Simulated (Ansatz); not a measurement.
# Zr₂Zn, space group I4/mmm: a scan of one input key

Computed with the Ansatz DFT code, driven from Python.

The script, `edit.py`:
```python
"""Editing single keys of the input for Zr2Zn."""

import ansatz as az

XC = "r2scan"
KMESH = (12, 12, 12)
FILLING = "Marzari-Vanderbilt"

lattice = az.Lattice.of(
    [-1.64365, 1.64365, 5.669754],
    [1.64365, -1.64365, 5.669754],
    [1.64365, 1.64365, -5.669754],
)
sites = [
    ("Zr", [0.656138, 0.656138, 0.0]),
    ("Zr", [0.343862, 0.343862, 0.0]),
    ("Zn", [0.0, 0.0, 0.0]),
]
cell = az.Crystal(lattice=lattice)
for symbol, position in sites:
    cell = cell.atom(symbol, position)

setup = (
    cell.calculation()
    .functional(XC)
    .kpoints(*KMESH)
    .occupations(FILLING)
    .band_table()
)
typed = setup.input()
rows = []
for value in [1, 2, 3]:
    edited = typed.set(az.key.basis.xc_grid, value)
    r = az.Session.from_dict(edited).plan().execute().report
    rows.append((value, r["free_energy_ev"], r["n_iterations"], len(r["eigenvalues_ev"][0]) if "eigenvalues_ev" in r else 0))
for row in rows:
    print("; ".join(f"{name} = {round(v, 4) if isinstance(v, float) else v}" for name, v in zip(["xc grid", "F eV", "iterations", "bands listed"], row)))
print(edited.to_yaml())
```

Running `python edit.py` prints:
```text
DeckWarning: basis.ecutwfc = 500 eV, auto-derived from the records' recommended cutoffs: set by Zr (their level for a meta-GGA)
xc grid = 1; F eV = -11716.3313; iterations = 8; bands listed = 22
xc grid = 2; F eV = -11716.3324; iterations = 8; bands listed = 22
xc grid = 3; F eV = -11716.3325; iterations = 8; bands listed = 22
crystal:
  lattice:
    - [-1.64365, 1.64365, 5.669754]
    - [1.64365, -1.64365, 5.669754]
    - [1.64365, 1.64365, -5.669754]
  atoms:
    - { symbol: Zr, position: [0.656138, 0.656138, 0.0] }
    - { symbol: Zr, position: [0.343862, 0.343862, 0.0] }
    - { symbol: Zn, position: [0.0, 0.0, 0.0] }
kpoints:
  mp_grid:
    grid: [12, 12, 12]
hamiltonian:
  xc: r2scan
scf:
  occupations:
    method: cold
output:
  eigenvalues: true
basis:
  xc_grid: 3
```
(Warnings from the package without file and line, repeats left out.)

Reading the output:
- Absolute energies stand on the zero of these potentials, so only differences at equal settings mean something. A total without «per atom» is that of the whole cell that was run.
- This cell is a computed structure, which may not be the phase found in nature.
- Finished in 83 s on 1 thread of Intel(R) Xeon(R) Platinum 8259CL CPU @ 2.50GHz (Skylake/Cascade Lake), on a shared host, peak memory 0.62 GiB.
